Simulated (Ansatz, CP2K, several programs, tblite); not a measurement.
Energy against volume for BN built on the 4H polytype prototype, at fixed shape and fractional coordinates, computed by several methods (PBE and r2SCAN, where shown, with plane waves in Ansatz); the cell shown is that of r2SCAN. With free coordinates or axes held, a curve is too stiff, and on another method's shape its minimum isn't the method's own volume. It is hexagonal, P6_3mc (No. 186); a = 2.548 Å, c = 8.375 Å in the conventional setting, 5.89 Å³ an atom. B has 4 N at 1.56 Å; B has 4 N at 1.56–1.58 Å; N has 4 B at 1.56 Å; N has 4 B at 1.56–1.58 Å. These are computed values for a spin-unpolarised cell that may be hypothetical; none is a measurement. Energies count from each curve's lowest point; fits are third-order Birch-Murnaghan.

```yaml
crystal:
  lattice:
    - [2.54800, 0.00000, 0.00000]
    - [-1.27400, 2.20663, 0.00000]
    - [0.00000, 0.00000, 8.37536]
  atoms:
    - { symbol: B, position: [0.00000, 0.00000, 0.00039] }
    - { symbol: B, position: [0.33333, 0.66667, 0.24969] }
    - { symbol: B, position: [0.00000, 0.00000, 0.50039] }
    - { symbol: B, position: [0.66667, 0.33333, 0.74969] }
    - { symbol: N, position: [0.00000, 0.00000, 0.18699] }
    - { symbol: N, position: [0.33333, 0.66667, 0.43793] }
    - { symbol: N, position: [0.00000, 0.00000, 0.68699] }
    - { symbol: N, position: [0.66667, 0.33333, 0.93793] }
```

PBE/SZV (CP2K), on the shape of the cell shown:
```
V (Å³/atom)  E (meV/atom)
      5.180        250.36
      5.533         96.40
      5.886         18.99
      6.239          0.00
      6.593         25.72
```
V₀ = 6.20 Å³ an atom and B₀ = 365 GPa.

GFN2-xTB (tblite), on the shape of the cell shown, as a cluster of 128 atoms at the zone centre:

| V (Å³/atom) | E (meV/atom) |
| --- | --- |
| 5.180 | 175.47 |
| 5.533 | 52.58 |
| 5.886 | 0.00 |
| 6.239 | 0.50 |
| 6.593 | 41.10 |

V₀ = 6.06 Å³ an atom and B₀ = 358 GPa.

GFN1-xTB (tblite), on the shape of the cell shown, as a cluster of 128 atoms at the zone centre:

| V (Å³/atom) | E (meV/atom) |
| --- | --- |
| 5.180 | 132.80 |
| 5.533 | 31.13 |
| 5.886 | 0.00 |
| 6.239 | 21.29 |
| 6.593 | 81.75 |

V₀ = 5.90 Å³ an atom and B₀ = 389 GPa.

light PBE (260 eV and a coarse mesh), on the shape of the cell shown:
```csv
V (Å³/atom),E (meV/atom)
5.415,101.25
5.651,28.67
5.886,14.20
6.122,0.00
6.357,18.44
6.593,63.23
```
The points scatter about the fit by more than 0.3 meV an atom, since at so low a cutoff the number of plane waves jumps with the volume, so no fit is quoted.

PBE/DZVP (CP2K), on the shape of the cell shown:
```
V (Å³/atom)  E (meV/atom)
      5.180        151.34
      5.533         41.55
      5.886          0.00
      6.239         10.14
      6.593         59.48
```
V₀ = 5.98 Å³ an atom and B₀ = 366 GPa.
